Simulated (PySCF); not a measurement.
**RuNF: singlet, from a linear start**

Where does singlet RuNF go from a linear start, is the end point a minimum, and what are its modes, charges and moments?

Computed with PySCF 2.14.0. Level: PBE0, basis Ru def2-TZVP with ECP28, N def2-TZVP, F def2-TZVP, scalar-relativistic core potentials, no spin–orbit coupling, density fitting.

**1. The starting structure**

3 atoms, charge 0, spin multiplicity 1.

Bond lengths: Ru1–N2 1.740 Å, Ru1–F3 1.890 Å. Angles: N2–Ru1–F3 180.0°.

```xyz
3
charge 0 multiplicity 1
Ru    0.0000    0.0000    0.0000
N     0.0000    0.0000   -1.7400
F     0.0000    0.0000    1.8900
```

**2. The SCF at the typed geometry**

One driver script runs all steps and calls PySCF; scf.py shows how it sets up the SCF of each step. The optimiser is the driver's own. After this first run the driver tries any further starts and a stability analysis.

File scf.py:

```python
from pyscf import gto, scf, dft
mol = gto.M(atom='''
Ru     0.000000     0.000000     0.000000
N      0.000000     0.000000    -1.740000
F      0.000000     0.000000     1.890000''',
    basis={'Ru': 'def2-TZVP', 'N': 'def2-TZVP', 'F': 'def2-TZVP'},
    ecp={'Ru': 'def2-TZVP'},
    charge=0, spin=0)
mf = dft.RKS(mol, xc='PBE0')
mf.grids.atom_grid = (50, 194)
aux = {'Ru': 'def2-universal-JKFIT', 'N': 'def2-universal-JKFIT', 'F': 'def2-universal-JKFIT'}
mf = mf.density_fit(auxbasis=aux)
mf.conv_tol = 1e-08
mf.diis_space = 10
mf.max_cycle = 60
mf.init_guess = 'minao'
mf.verbose = 4
mf.kernel()
```

Started as:

```bash
$ OMP_NUM_THREADS=2 python axn.py task.json out
```

The log of the run, cut to the lines that bear on the results:

```text
[... the frontier levels of the middle cycles are left out ...]
init E= -241.334965613481
  HOMO = -0.641943786718258  LUMO = -0.471316782083246  gap/eV = 4.64300
cycle= 1 E= -247.961194675403  delta_E= -6.63  |g|= 2.68  |ddm|= 4.51
cycle= 2 E= -229.228174586648  delta_E= 18.7  |g|= 7.92  |ddm|= 20.6
  HOMO = -0.190500573885254  LUMO = -0.157574138737878  gap/eV = 0.89597
cycle= 3 E= -248.236646463752  delta_E=  -19  |g|= 2.33  |ddm|= 20.5
cycle= 4 E= -248.885638203197  delta_E= -0.649  |g|= 1.61  |ddm|= 1.41
cycle= 5 E= -249.293238157573  delta_E= -0.408  |g|= 0.388  |ddm|= 0.762
cycle= 6 E= -249.315728123324  delta_E= -0.0225  |g|= 0.177  |ddm|= 0.226
cycle= 7 E= -249.321969294864  delta_E= -0.00624  |g|= 0.0175  |ddm|= 0.0869
cycle= 8 E= -249.321967073902  delta_E= 2.22e-06  |g|= 0.0182  |ddm|= 0.0157
cycle= 9 E= -249.322014047266  delta_E= -4.7e-05  |g|= 0.00814  |ddm|= 0.00451
cycle= 10 E= -249.322026726092  delta_E= -1.27e-05  |g|= 0.00146  |ddm|= 0.00279
cycle= 11 E= -249.322027159283  delta_E= -4.33e-07  |g|= 0.000199  |ddm|= 0.000825
cycle= 12 E= -249.322027169153  delta_E= -9.87e-09  |g|= 4.7e-05  |ddm|= 0.000147
  HOMO = -0.277023042829426  LUMO = -0.150182572679093  gap/eV = 3.45150
Extra cycle  E= -249.322027159279  delta_E= 9.87e-09  |g|= 0.000244  |ddm|= 0.000138
converged SCF energy = -249.322027159279
```

This step, with its further starts and checks, needed 10 s of wall time on 2 threads of Arm Neoverse N1, shared host.

Energies from each starting density:

| start | energy (Eh) |
| --- | --- |
| the minimal-basis guess | -249.322027 |
| a thermally smeared density | -249.322027 |
| a smeared PBE density | -249.322027 |

No lower closed-shell solution turned up from the other starts or in the test of internal stability.

**3. Relaxing the singlet from the linear start**

The program finds C∞v symmetry in the start, which this walk keeps. The walk stops when the largest gradient is under 0.0003 Eh/bohr and the energy has settled too.

scf.py, as its differences from that of step 2:

```diff
@@ -3,3 +3,3 @@
-Ru     0.000000     0.000000     0.000000
-N      0.000000     0.000000    -1.740000
-F      0.000000     0.000000     1.890000''',
+Ru     0.000000    -0.000000    -0.085553
+N      0.000000    -0.000000    -1.825553
+F      0.000000     0.000000     1.804447''',
@@ -16 +15,0 @@
-mf.init_guess = 'minao'
```

Energy and gradient, step by step:

| step | energy (Eh) | change (kJ/mol) | largest symmetric gradient (Eh/bohr) |
| --- | --- | --- | --- |
| 0 | -249.322027 | 0.00 | 0.16113 |
| 1 | -249.354933 | -86.39 | 0.03906 |
| 2 | -249.355757 | -88.56 | 0.01989 |
| 3 | -249.356040 | -89.30 | 0.00130 |
| 4 | -249.356041 | -89.30 | 0.00006 |

The walk took 11 s.

Geometry (Å) and forces (eV/Å) at some steps:

```
step 0
Ru   0.000   0.000  -0.086   0.000   0.000  -8.225
N    0.000   0.000  -1.826   0.000   0.000   8.286
F    0.000   0.000   1.804   0.000   0.000  -0.061
step 1
Ru   0.000   0.000  -0.162   0.000   0.000   1.412
N    0.000   0.000  -1.688   0.000   0.000  -2.009
F    0.000   0.000   1.744   0.000   0.000   0.597
step 2
Ru   0.000   0.000  -0.155   0.000   0.000  -1.017
N    0.000   0.000  -1.721   0.000   0.000   1.023
F    0.000   0.000   1.769   0.000   0.000  -0.006
step 3
Ru   0.000   0.000  -0.161   0.000   0.000  -0.062
N    0.000   0.000  -1.712   0.000   0.000   0.067
F    0.000   0.000   1.766   0.000   0.000  -0.005
step 4
Ru   0.000   0.000  -0.161   0.000   0.000   0.003
N    0.000   0.000  -1.712   0.000   0.000  -0.003
F    0.000   0.000   1.766   0.000   0.000   0.000
```

After 4 steps and 89.3 kJ/mol it ends at C∞v: Ru–F 1.927 Å, Ru–N 1.551 Å; F–Ru–N 180.0°.

**4. Hessian and properties**

The point is checked on the finer grid, and tightened if its gradient asks for it. The Hessian and the dipole derivatives come from central differences of analytic gradients, with steps of 0.02 bohr.

scf.py, as its differences from that of step 3:

```diff
@@ -3,3 +3,3 @@
-Ru     0.000000    -0.000000    -0.085553
-N      0.000000    -0.000000    -1.825553
-F      0.000000     0.000000     1.804447''',
+Ru    -0.000000    -0.000000    -0.110325
+N     -0.000000    -0.000000    -1.661283
+F      0.000000     0.000000     1.816396''',
@@ -10 +10 @@
-mf.grids.atom_grid = (50, 194)
+mf.grids.atom_grid = (75, 302)
@@ -13 +13 @@
-mf.conv_tol = 1e-08
+mf.conv_tol = 1e-10
```

This SCF starts from the last density.

SCF at the final geometry:

```text
init E= -249.356086872424
  HOMO = -0.272989297421815  LUMO = -0.131810903014532  gap/eV = 3.84166
cycle= 1 E= -249.356086872393  delta_E= 3.08e-11  |g|= 1.57e-05  |ddm|= 1.03e-05
  HOMO = -0.27298671765524  LUMO = -0.131810086144256  gap/eV = 3.84161
cycle= 2 E= -249.356086872163  delta_E= 2.3e-10  |g|= 4.05e-05  |ddm|= 2.52e-05
  HOMO = -0.272989166055913  LUMO = -0.131810758931138  gap/eV = 3.84166
cycle= 3 E= -249.356086872397  delta_E= -2.34e-10  |g|= 1.4e-05  |ddm|= 2.02e-05
  HOMO = -0.272988761232025  LUMO = -0.131810737390605  gap/eV = 3.84165
cycle= 4 E= -249.356086872432  delta_E= -3.48e-11  |g|= 3.31e-07  |ddm|= 5.78e-06
  HOMO = -0.272988688321549  LUMO = -0.13181068138536  gap/eV = 3.84165
Extra cycle  E= -249.356086872431  delta_E= 6.82e-13  |g|= 6.43e-07  |ddm|= 5.14e-07
converged SCF energy = -249.356086872431
```

The whole step took 34 s.

Geometry: C∞v; Ru–F 1.927 Å, Ru–N 1.551 Å; F–Ru–N 180.0°.

Modes, for the most abundant isotopes:

```csv
symmetry,ω (cm⁻¹),IR (km/mol)
π,103i,60.5
σ+,592,145
σ+,1258,121
```

With 2 modes imaginary (up to 103i cm⁻¹) this point is a saddle.

Properties at this point:

```yaml
Dipole_moment: 1.78 D
Highest_occupied_level: -7.43 eV
Lowest_empty_level: -3.59 eV
Rotational_constants: 0.1644 cm⁻¹
Zero-point_energy_real_modes: 11.1 kJ/mol
Principal_polarisabilities: 21.9, 21.9, 45.6 bohr³
Atomisation_energy_without_zero-point_energy: 897 kJ/mol
Principal_traceless_quadrupole_moments_about_the_centre_of_mass: -11.04, 5.52, 5.52 D Å
```

Populations by atom (charges in e):

```json
{"atom": "Ru1", "Mulliken": "0.98", "Löwdin": "0.53", "polar tensor": "1.47", "Mayer order to Ru1": "–"}
{"atom": "N2", "Mulliken": "-0.42", "Löwdin": "-0.12", "polar tensor": "-0.63", "Mayer order to Ru1": "2.85"}
{"atom": "F3", "Mulliken": "-0.56", "Löwdin": "-0.41", "polar tensor": "-0.84", "Mayer order to Ru1": "0.66"}
```

Outer orbital energies (eV). occupied: -12.62, -11.78, -11.78, -10.05, -10.05, -9.55, -7.43, -7.43; empty: -3.59, -2.15, -2.15, 0.75.

Mulliken populations on Ru1 (outside its core potential): s 2.19, p 6.05, d 6.76, f 0.03.

**5. Following the imaginary mode**

The start is the last point, displaced along its most imaginary mode.

The program finds Cs symmetry in the start, which this walk keeps.

scf.py, as its differences from that of step 4:

```diff
@@ -3,3 +3,3 @@
-Ru    -0.000000    -0.000000    -0.110325
-N     -0.000000    -0.000000    -1.661283
-F      0.000000     0.000000     1.816396''',
+Ru    -0.062007     0.000013    -0.110347
+N      0.250000    -0.000054    -1.661305
+F      0.148330    -0.000032     1.816374''',
@@ -10 +10 @@
-mf.grids.atom_grid = (75, 302)
+mf.grids.atom_grid = (50, 194)
@@ -13 +13 @@
-mf.conv_tol = 1e-10
+mf.conv_tol = 1e-08
```

The optimiser's trace:

| step | energy (Eh) | change (kJ/mol) | largest symmetric gradient (Eh/bohr) |
| --- | --- | --- | --- |
| 0 | -249.355294 | 0.00 | 0.04350 |
| 1 | -249.356558 | -3.32 | 0.02274 |
| 2 | -249.356952 | -4.35 | 0.00185 |
| 3 | -249.356989 | -4.45 | 0.00128 |
| 4 | -249.357080 | -4.69 | 0.00321 |
| 5 | -249.357090 | -4.71 | 0.00038 |
| 6 | -249.357092 | -4.72 | 0.00002 |

The walk took 17 s.

It settles in Cs symmetry, 4.7 kJ/mol below the start, after 6 steps: Ru–F 1.914 Å, Ru–N 1.548 Å; F–Ru–N 156.4°.

**6. Frequencies**

As before: finer grid, then central differences.

scf.py, as its differences from that of step 5:

```diff
@@ -3,3 +3,3 @@
-Ru    -0.062007     0.000013    -0.110347
-N      0.250000    -0.000054    -1.661305
-F      0.148330    -0.000032     1.816374''',
+Ru    -0.084697     0.000018    -0.111148
+N      0.315260    -0.000068    -1.606907
+F      0.210648    -0.000045     1.779699''',
@@ -10 +10 @@
-mf.grids.atom_grid = (50, 194)
+mf.grids.atom_grid = (75, 302)
@@ -13 +13 @@
-mf.conv_tol = 1e-08
+mf.conv_tol = 1e-10
```

Log of the central SCF (cycles and frontier levels):

```text
init E= -249.357108501988
  HOMO = -0.266322311783401  LUMO = -0.131399846341605  gap/eV = 3.67143
cycle= 1 E= -249.35710850183  delta_E= 1.58e-10  |g|= 3.05e-05  |ddm|= 1.54e-05
  HOMO = -0.266328060704492  LUMO = -0.131400762239419  gap/eV = 3.67156
cycle= 2 E= -249.357108498889  delta_E= 2.94e-09  |g|= 0.000131  |ddm|= 6.52e-05
  HOMO = -0.266323019349468  LUMO = -0.131399794987161  gap/eV = 3.67145
cycle= 3 E= -249.357108501997  delta_E= -3.11e-09  |g|= 1.94e-06  |ddm|= 5.27e-05
  HOMO = -0.266323198757013  LUMO = -0.131399903736892  gap/eV = 3.67145
cycle= 4 E= -249.357108501998  delta_E= -1.25e-12  |g|= 3.99e-07  |ddm|= 1.21e-06
  HOMO = -0.266323218925302  LUMO = -0.131399920060467  gap/eV = 3.67145
Extra cycle  E= -249.357108501997  delta_E= 1.53e-12  |g|= 7.19e-07  |ddm|= 5.34e-07
converged SCF energy = -249.357108501997
```

The whole step needed 54 s of wall time on 2 threads of Arm Neoverse N1, shared host.

Geometry: Cs; Ru–F 1.914 Å, Ru–N 1.548 Å; F–Ru–N 156.2°.

Modes, for the most abundant isotopes:

```csv
symmetry,ω (cm⁻¹),IR (km/mol)
a',132,27.5
a',600,145
a',1267,109
```

Every mode is real; the point is a minimum.

Properties at this point:

```
Dipole moment                                                   : 2.21 D
Highest occupied level                                          : -7.25 eV
Lowest empty level                                              : -3.58 eV
Rotational constants                                            : 5.705, 0.1727, 0.1676 cm⁻¹
Zero-point energy                                               : 12.0 kJ/mol
Principal polarisabilities                                      : 22.7, 23.7, 44.5 bohr³
Atomisation energy without zero-point energy                    : 900 kJ/mol
Principal traceless quadrupole moments about the centre of mass : -10.21, 4.87, 5.34 D Å
Entropy at 298.15 K and 1 bar                                   : 275.5 J/(mol K)
Heat capacity Cp at 298.15 K                                    : 46.3 J/(mol K)
Enthalpy at 298.15 K above 0 K                                  : 12.14 kJ/mol
Rotational symmetry number                                      : 1
```

Populations by atom (charges in e):

```
atom  Mulliken  Löwdin  polar tensor  Mayer order to Ru1
 Ru1      0.99    0.53          1.44                   –
  N2     -0.42   -0.13         -0.61                2.82
  F3     -0.57   -0.40         -0.83                0.62
```

Outer orbital energies (eV). occupied: -12.65, -11.75, -11.74, -10.17, -10.16, -9.63, -7.26, -7.25; empty: -3.58, -2.14, -1.82, 0.78.

Mulliken populations on Ru1 (outside its core potential): s 2.14, p 6.06, d 6.78, f 0.03.

**7. Would spin polarisation lower it?**

At the lowest minimum the closed shell is tested against spin polarisation, on the (50, 194) grid. It is stable.

**8. The points found, side by side**

| spin | group | bonds | imaginary modes (cm⁻¹) | ΔE (kJ/mol) | with zero-point energy |
| --- | --- | --- | --- | --- | --- |
| singlet | Cs | Ru–F 1.914 Å, Ru–N 1.548 Å | none | 0.0 | 0.0 |
| singlet | C∞v | Ru–F 1.927 Å, Ru–N 1.551 Å | 103i, 103i | 2.7 | – |

**9. Summary of results**

```
                                 quantity                                      value
                                  minimum                                singlet, Cs
                                 geometry  Ru–F 1.914 Å, Ru–N 1.548 Å; F–Ru–N 156.2°
                       wavenumbers (cm⁻¹)              132 (a'), 600 (a'), 1267 (a')
                            dipole moment                                     2.21 D
     highest occupied, lowest empty level                            -7.25, -3.58 eV
               polar-tensor charge of Ru1                                    +1.44 e
                        zero-point energy                                12.0 kJ/mol
                      entropy at 298.15 K                            275.5 J/(mol K)
atomisation energy (no zero-point energy)                                 900 kJ/mol
```

**Reading.** The linear start (C∞v) ends in a minimum of Cs symmetry, after a stop at a second-order saddle point 2.7 kJ/mol higher, from which it was pushed off along an imaginary mode. The strongest infrared band lies at 600 cm⁻¹ (a', stretch). Only this shape and spin were tried, so other structures or states may lie lower.

The search up to here took 2.1 min.
